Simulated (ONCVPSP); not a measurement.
# Pseudopotential generation for Zn: ONCV, PBE

Aim: build the potential from the settings below, then test how well it stands in for the atom: other configurations, scattering, ghost states and the plane-wave cutoff that it needs.

Program: ONCVPSP 4.0.1.1 (patched build). Reference atom: PBE, scalar-relativistic, spherical and spin-unpolarised. All values are calculated.

## 1. Starting point

The settings as typed:

| Item | Value |
| --- | --- |
| element | zinc (Zn, Z = 30) |
| type | optimised norm-conserving Vanderbilt (ONCV) |
| frozen core | [Ne] |
| valence charge | 20 |
| reference configuration | 3s2 3p6 3d10 4s2 |
| partial waves | 3s+4s: rc 1.35 bohr, ncon 4, nbas 9, qcut 10.2 1/bohr, 2 projectors; 3p: rc 0.80 bohr, ncon 4, nbas 9, qcut 19.3 1/bohr, 3 projectors, debl 2.4 Ha; 3d: rc 0.80 bohr, ncon 4, nbas 9, qcut 18 1/bohr, 2 projectors, debl 1 Ha |
| local potential | polynomial inside 0.75 bohr (lpopt 5, dvloc0 -1 Ha) |
| core correction | Teter function, fcfact 4.25, rcfact 1.2 |

The outer shells as boxes (Hund's rule for the drawing; the calculation is spin-unpolarised):

```
[Ne] core
3s [↑↓]
3p [↑↓][↑↓][↑↓]
3d [↑↓][↑↓][↑↓][↑↓][↑↓]
4s [↑↓]
```

## 2. Generation

The input, Zn.dat:

```
# ATOM AND REFERENCE CONFIGURATION
# atsym  z   nc   nv     iexc    psfile
  Zn 30.00    3    4        4      upf
#
#   n    l    f
    1    0    2.00
    2    0    2.00
    2    1    6.00
    3    0    2.00
    3    1    6.00
    3    2   10.00
    4    0    2.00
#
# PSEUDOPOTENTIAL AND OPTIMIZATION
# lmax
    2
#
#   l,   rc,      ep,       ncon, nbas, qcut
    0    1.35    0.00    4    9   10.20
    1    0.80    0.00    4    9   19.30
    2    0.80    0.00    4    9   18.00
#
# LOCAL POTENTIAL
# lloc, lpopt,  rc(5),   dvloc0
    4    5    0.75   -1.00
#
# VANDERBILT-KLEINMAN-BYLANDER PROJECTORs
# l, nproj, debl
    0    2    1.40
    1    3    2.40
    2    2    1.00
#
# MODEL CORE CHARGE
# icmod, fcfact, rcfact
    3    4.25    1.20
#
# LOG DERIVATIVE ANALYSIS
# epsh1, epsh2, depsh
   -6.00    5.00    0.04
#
# OUTPUT GRID
# rlmax, drl
    6.00    0.01
#
# TEST CONFIGURATIONS
# ncnf
    4
# nvcnf
#   n    l    f
    4
    3    0    2.00
    3    1    6.00
    3    2   10.00
    4    0    1.00
#
    4
    3    0    2.00
    3    1    6.00
    3    2   10.00
    4    0    0.00
#
    4
    3    0    2.00
    3    1    6.00
    3    2    9.00
    4    0    0.00
#
    5
    3    0    2.00
    3    1    6.00
    3    2   10.00
    4    0    0.00
    4    1    2.00
#
```

Started as:

```bash
$ oncvpsp.x < Zn.dat > Zn.out
```

**Question.** What will these runs give? Wanted: cutoffs for 1 and 0.1 mHa per electron, occupied waves; bound ghosts; GHOST(+) flags; largest test error; largest phase difference near zero energy, channels read; rms error of d²Exc/dn², without and with the model core; projector energies reset by the program.

The runs gave:

| quantity | value |
| --- | --- |
| cutoffs for 1 and 0.1 mHa per electron, occupied waves | 134 Ha and 150 Ha |
| bound ghosts | none found |
| GHOST(+) flags | none at low energy |
| largest test error (AE − PS) | -9.7 meV, for 3s2 3p6 3d9 4s0 |
| largest phase difference near zero energy, channels read | 0.000 rad |
| rms error of d²Exc/dn², without and with the model core | 3.30 and 1.54 mHa |
| projector energies reset by the program | p: -3.065, 0.250, 2.650 Ha |

In words: By total energies transferability is good: the largest error is 9.7 meV on 68.9 eV, for 3s2 3p6 3d9 4s0. It counts as very hard, with 134 Ha needed at the looser tolerance. At the looser tolerance the 3d wave is the slowest; 3p needs 105 Ha. No bound ghost shows below the valence levels. Near zero energy the phases of the channels with partial waves agree within 0.001 rad. These are tests on the free atom; a crystal test is still owed.
